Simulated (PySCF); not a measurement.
# C₄H₈O₂Si: a tour of settings, part 2 of 2

PySCF 2.14.0. Atoms count from 0.

## Step 4: Excited states and response: PBE0/def2-SVPD

What the job is given:

```
{"job": {"kind": "uv", "xc": "PBE0", "basis": "def2-SVPD", "nstates": 12, "ntriplets": 5, "tda": true}, "charge": 0, "multiplicity": 1}
C     -2.535743    -0.357608    -0.299156
C     -1.302115    -0.019681    -0.620738
C     -0.160740     0.038093     0.348234
C      0.899407    -1.041509    -0.003658
O      1.927323    -0.425854    -0.718737
Si     1.882795     1.208484    -0.576676
O      0.484998     1.282487     0.272229
H     -3.323984    -0.399800    -1.031104
H     -2.807072    -0.608818     0.713093
H     -1.032217     0.244829    -1.634046
H     -0.523180    -0.094351     1.373634
H      1.310981    -1.484366     0.909451
H      0.461897    -1.833206    -0.618568
H      1.769957     1.772843    -1.911887
H      2.943280     1.726447     0.270361
```

Level: TDA PBE0/def2-SVPD, vertical, gas phase, core orbitals frozen in the response.

Output:

```text
coarse grid: 13104 points
cycle   1  E = -596.2052572420  dE =  1.080e+00  |g| = 8.423e-01  |ddm| = 7.027e+00
cycle   2  E = -596.0215755525  dE =  1.837e-01  |g| = 1.297e+00  |ddm| = 3.104e+00
cycle   3  E = -596.3404292595  dE = -3.189e-01  |g| = 8.785e-02  |ddm| = 1.841e+00
cycle   4  E = -596.3418690373  dE = -1.440e-03  |g| = 3.604e-02  |ddm| = 2.654e-01
cycle   5  E = -596.3422066976  dE = -3.377e-04  |g| = 7.277e-03  |ddm| = 8.968e-02
cycle   6  E = -596.3422160088  dE = -9.311e-06  |g| = 3.885e-03  |ddm| = 1.923e-02
cycle   7  E = -596.3422195388  dE = -3.530e-06  |g| = 3.897e-04  |ddm| = 6.892e-03
final grid: 122152 points
cycle   8  E = -596.4344241837  dE = -2.703e-05  |g| = 1.094e-02  |ddm| = 1.850e-01
cycle   9  E = -596.4343983003  dE =  2.588e-05  |g| = 1.609e-02  |ddm| = 4.551e-02
cycle  10  E = -596.4344478970  dE = -4.960e-05  |g| = 1.126e-03  |ddm| = 2.516e-02
cycle  11  E = -596.4344482009  dE = -3.039e-07  |g| = 1.548e-04  |ddm| = 1.961e-03
cycle  12  E = -596.4344482053  dE = -4.406e-09  |g| = 8.662e-05  |ddm| = 5.922e-04
cycle  13  E = -596.4344482071  dE = -1.734e-09  |g| = 3.156e-05  |ddm| = 2.048e-04
cycle  14  E = -596.4344482073  dE = -2.491e-10  |g| = 5.186e-06  |ddm| = 7.252e-05
converged SCF energy = -596.4344482073

Static polarisability (au): isotropic 75.571, principal 62.485 68.507 95.721

Singlet excitations
state   eV       nm        f      main configurations
  1   6.7599    183.4   0.00320   H-1->L 0.87
  2   6.8212    181.8   0.01973   H->L 0.37, H->L+1 0.29, H-2->L 0.21
  3   7.1992    172.2   0.01623   H->L+2 0.76, H-1->L+1 0.12
  4   7.2517    171.0   0.02154   H-1->L+1 0.80, H->L+2 0.12
  5   7.3265    169.2   0.04437   H-2->L 0.45, H->L+1 0.44
  6   7.4201    167.1   0.12289   H-2->L+1 0.38, H->L 0.27, H-1->L+2 0.12
  7   7.4961    165.4   0.01692   H-1->L+2 0.80
  8   7.6516    162.0   0.04876   H->L+3 0.62, H-2->L+2 0.20
  9   7.7813    159.3   0.03599   H-2->L+2 0.18, H-2->L+1 0.15, H->L+5 0.14
 10   7.8189    158.6   0.03411   H-3->L 0.27, H-2->L+2 0.18, H->L+3 0.14
 11   7.9080    156.8   0.01746   H->L+5 0.42, H-2->L+2 0.31, H->L+4 0.12
 12   8.1029    153.0   0.01198   H->L+4 0.40, H->L+5 0.17, H-1->L+3 0.15

Triplet excitations (Tamm-Dancoff, eV): 4.4735 6.4301 6.5747 7.0070 7.0382
```

Run time: 21 s. Hardware: 1 thread of Intel Xeon 6975P-C, shared host; peak memory 0.88 GiB.

In short: HOMO -7.70 eV, LUMO -0.04 eV; lowest singlet 6.76 eV.

## Step 5: Shielding tensors: revPBE/pcSseg-1 in dichloromethane

Settings changed since step 4:

```diff
@@ -1,2 +1,2 @@
-{"job": {"kind": "uv", "xc": "PBE0", "basis": "def2-SVPD", "nstates": 12, "ntriplets": 5, "tda": true}, "charge": 0, "multiplicity": 1}
+{"job": {"kind": "nmr", "xc": "revPBE", "basis": "pcSseg-1", "solvent": "dichloromethane", "pop": false}, "charge": 0, "multiplicity": 1}
 C     -2.535743    -0.357608    -0.299156
```

Level: GIAO revPBE/pcSseg-1 NMR shielding, non-relativistic, IEF-PCM dichloromethane.

Output:

```text
coarse grid: 13104 points
cycle   1  E = -596.7281775317  dE =  9.829e-01  |g| = 1.025e+00  |ddm| = 3.593e+00
cycle   2  E = -596.2168873258  dE =  5.113e-01  |g| = 1.927e+00  |ddm| = 2.914e+00
cycle   3  E = -596.9141278469  dE = -6.972e-01  |g| = 1.811e-01  |ddm| = 2.272e+00
cycle   4  E = -596.9203856503  dE = -6.258e-03  |g| = 6.758e-02  |ddm| = 2.077e-01
cycle   5  E = -596.9215183222  dE = -1.133e-03  |g| = 1.671e-02  |ddm| = 6.845e-02
cycle   6  E = -596.9215504645  dE = -3.214e-05  |g| = 1.199e-02  |ddm| = 2.030e-02
cycle   7  E = -596.9215844745  dE = -3.401e-05  |g| = 1.127e-03  |ddm| = 9.663e-03
cycle   8  E = -596.9215846171  dE = -1.426e-07  |g| = 8.171e-04  |ddm| = 1.444e-03
final grid: 122152 points
cycle   9  E = -597.0036239421  dE = -1.077e-05  |g| = 2.165e-02  |ddm| = 4.223e-02
cycle  10  E = -597.0034054708  dE =  2.185e-04  |g| = 4.108e-02  |ddm| = 4.454e-02
cycle  11  E = -597.0037070670  dE = -3.016e-04  |g| = 2.586e-03  |ddm| = 3.125e-02
cycle  12  E = -597.0037085617  dE = -1.495e-06  |g| = 4.029e-04  |ddm| = 2.629e-03
cycle  13  E = -597.0037085965  dE = -3.473e-08  |g| = 1.115e-04  |ddm| = 4.230e-04
cycle  14  E = -597.0037085985  dE = -2.023e-09  |g| = 5.699e-05  |ddm| = 1.248e-04
cycle  15  E = -597.0037085992  dE = -7.227e-10  |g| = 1.556e-05  |ddm| = 5.221e-05
converged SCF energy = -597.0037085992

GIAO shielding tensors (ppm)
atom      isotropic    diamagn.    paramagn.     s11        s22        s33       span
  0 C       66.764     253.001    -186.237    -35.772     76.132    159.932    195.704
  1 C       35.997     256.393    -220.396    -80.660     42.553    146.098    226.759
  2 C      100.265     245.275    -145.010     79.308     89.443    132.045     52.737
  3 C      108.783     248.039    -139.256     79.109    100.242    146.999     67.891
  4 O      297.365     396.029     -98.664    251.651    262.031    378.413    126.761
  5 Si     342.236     882.021    -539.784    310.434    328.377    387.897     77.463
  6 O      271.824     397.152    -125.327    236.241    262.407    316.825     80.584
  7 H       26.385      28.823      -2.437     23.709     25.464     29.983      6.274
  8 H       26.310      31.454      -5.145     22.895     25.749     30.285      7.390
  9 H       25.395      32.617      -7.222     21.691     24.502     29.992      8.301
 10 H       26.915      32.496      -5.581     24.112     25.567     31.067      6.956
 11 H       27.129      30.606      -3.476     22.141     26.310     32.937     10.796
 12 H       27.497      30.707      -3.210     23.892     26.970     31.629      7.737
 13 H       26.367      29.799      -3.432     22.925     23.475     32.701      9.776
 14 H       26.436      29.320      -2.884     22.855     23.351     33.101     10.246
```

Run time: 12 s. Hardware: 1 thread of Intel Xeon 6975P-C, shared host; peak memory 0.77 GiB.

Key values: δ C1 147.5, C0 116.7, C2 83.2, C3 74.7, H9 6.35, H8 5.44 ppm.

## Step 6: TDDFT and polarisability: B97-2/def2-SVPD

Settings changed since step 5:

```diff
@@ -1,2 +1,2 @@
-{"job": {"kind": "nmr", "xc": "revPBE", "basis": "pcSseg-1", "solvent": "dichloromethane", "pop": false}, "charge": 0, "multiplicity": 1}
+{"job": {"kind": "uv", "xc": "B97-2", "basis": "def2-SVPD", "nstates": 12, "ntriplets": 5, "tda": false}, "charge": 0, "multiplicity": 1}
 C     -2.535743    -0.357608    -0.299156
```

Level: TDDFT B97-2/def2-SVPD, vertical, gas phase, core orbitals frozen in the response.

Output:

```text
coarse grid: 13104 points
cycle   1  E = -596.5711405162  dE =  1.043e+00  |g| = 8.787e-01  |ddm| = 7.046e+00
cycle   2  E = -596.3462274810  dE =  2.249e-01  |g| = 1.390e+00  |ddm| = 3.268e+00
cycle   3  E = -596.7181082399  dE = -3.719e-01  |g| = 9.419e-02  |ddm| = 2.006e+00
cycle   4  E = -596.7197849388  dE = -1.677e-03  |g| = 3.987e-02  |ddm| = 3.014e-01
cycle   5  E = -596.7201960326  dE = -4.111e-04  |g| = 8.814e-03  |ddm| = 9.776e-02
cycle   6  E = -596.7202104667  dE = -1.443e-05  |g| = 4.464e-03  |ddm| = 2.290e-02
cycle   7  E = -596.7202152574  dE = -4.791e-06  |g| = 4.099e-04  |ddm| = 8.158e-03
final grid: 122152 points
cycle   8  E = -596.8088085480  dE = -3.944e-05  |g| = 7.029e-03  |ddm| = 2.183e-01
cycle   9  E = -596.8087952064  dE =  1.334e-05  |g| = 1.105e-02  |ddm| = 2.668e-02
cycle  10  E = -596.8088175248  dE = -2.232e-05  |g| = 2.669e-04  |ddm| = 1.503e-02
cycle  11  E = -596.8088175390  dE = -1.420e-08  |g| = 1.290e-04  |ddm| = 1.314e-03
cycle  12  E = -596.8088175418  dE = -2.750e-09  |g| = 7.487e-05  |ddm| = 3.846e-04
cycle  13  E = -596.8088175431  dE = -1.324e-09  |g| = 9.926e-06  |ddm| = 1.400e-04
cycle  14  E = -596.8088175431  dE = -2.558e-11  |g| = 3.192e-06  |ddm| = 3.096e-05
converged SCF energy = -596.8088175431

Static polarisability (au): isotropic 75.401, principal 62.304 68.310 95.589

Singlet excitations
state   eV       nm        f      main configurations
  1   6.6767    185.7   0.00405   H-1->L 0.88
  2   6.7647    183.3   0.04286   H->L 0.46, H->L+1 0.26, H-2->L 0.18
  3   7.1645    173.1   0.04371   H->L+2 0.61, H->L+1 0.19
  4   7.1834    172.6   0.07877   H-1->L+1 0.42, H->L+1 0.28, H->L 0.12
  5   7.2055    172.1   0.00940   H-1->L+1 0.41, H->L+2 0.24, H-2->L 0.19
  6   7.3022    169.8   0.10925   H-2->L 0.33, H-2->L+1 0.29, H->L 0.19
  7   7.4650    166.1   0.00809   H-1->L+2 0.90
  8   7.6146    162.8   0.03673   H->L+3 0.66, H-2->L+2 0.13, H-2->L+1 0.09
  9   7.6600    161.9   0.04515   H-2->L+1 0.43, H-3->L 0.20, H->L+1 0.10
 10   7.7653    159.7   0.01869   H-2->L+2 0.32, H->L+4 0.23, H->L+5 0.20
 11   7.8553    157.8   0.01296   H-2->L+2 0.42, H->L+5 0.36, H->L+4 0.10
 12   8.0335    154.3   0.01106   H->L+4 0.42, H->L+5 0.22, H-1->L+3 0.12

Triplet excitations (Tamm-Dancoff, eV): 4.6848 6.4309 6.6688 7.0486 7.1151
```

Wall time 28 s (1 thread of Intel Xeon 6975P-C, shared host); peak memory 0.87 GiB.

In short: HOMO -7.44 eV, LUMO -0.06 eV; lowest singlet 6.68 eV.

## Step 7: Comparing the runs: NMR shifts

Shifts (ppm) of some atoms, chosen among heavy atoms and hydrogens apart, with basis size and wall time:

```csv
run,C1,C0,C2,C3,H13,H14,Si5,functions,time
PBE0/pcSseg-1,150.4,119.9,80.3,72.3,5.12,5.05,-2.5,166,19 s
revPBE/pcSseg-1 in dichloromethane,147.5,116.7,83.2,74.7,5.38,5.31,-6.0,166,12 s
```

## Step 8: Results

This closing draws on all 2 parts.

```
                                quantity                                               value
  13C shifts against TMS (PBE0/pcSseg-1)                        150.4, 119.9, 80.3, 72.3 ppm
   1H shifts against TMS (PBE0/pcSseg-1)  6.29, 5.39, 5.34, 5.12, 5.05, 4.58, 4.38, 4.04 ppm
  17O shifts against H2O (PBE0/pcSseg-1)                                      55.8, 28.5 ppm
 29Si shifts against TMS (PBE0/pcSseg-1)                                            -2.5 ppm
   surface potential, 1st and 99th percentile                                  -1.35 V and 1.44 V
         lowest singlet (PBE0/def2-SVPD)                         6.74 eV (184 nm), f = 0.004
brightest single state of those computed                         state 5, 7.28 eV, f = 0.145
                          lowest triplet                                             4.47 eV
               range of the shift of Si5                                    -6.0 to -2.5 ppm
```

**Reading.** Single values in the summary come from the first run of each kind that ended normally (PBE0/pcSseg-1; PBE0/def2-SVPD), which need not be the best level. The most deshielded carbon is C1 (alkene CH), at 150.4 ppm: the olefinic region. H9 (hydrogen on an alkene CH) lies farthest downfield among hydrogen, at 6.29 ppm; a vinylic proton, deshielded by the sp2 carbon and the C=C anisotropy. At PBE0/pcSseg-1: The largest span, 238 ppm, is at C1, where the paramagnetic term is -221 ppm. The lowest singlet, at 6.74 eV, is HOMO−1→LUMO 0.85, HOMO→LUMO 0.09 and is weak; of the 6 states computed, the strongest absorption comes from state 5 at 7.28 eV. The lowest triplet lies 2.27 eV below the lowest singlet (triplets in Tamm-Dancoff, singlets in full TDDFT). Among the atoms with a shift in every run: In ppm, Si5 moves most: its shift spreads over 3.5 ppm, from -6.0 (revPBE/pcSseg-1 in dichloromethane) to -2.5 (PBE0/pcSseg-1).
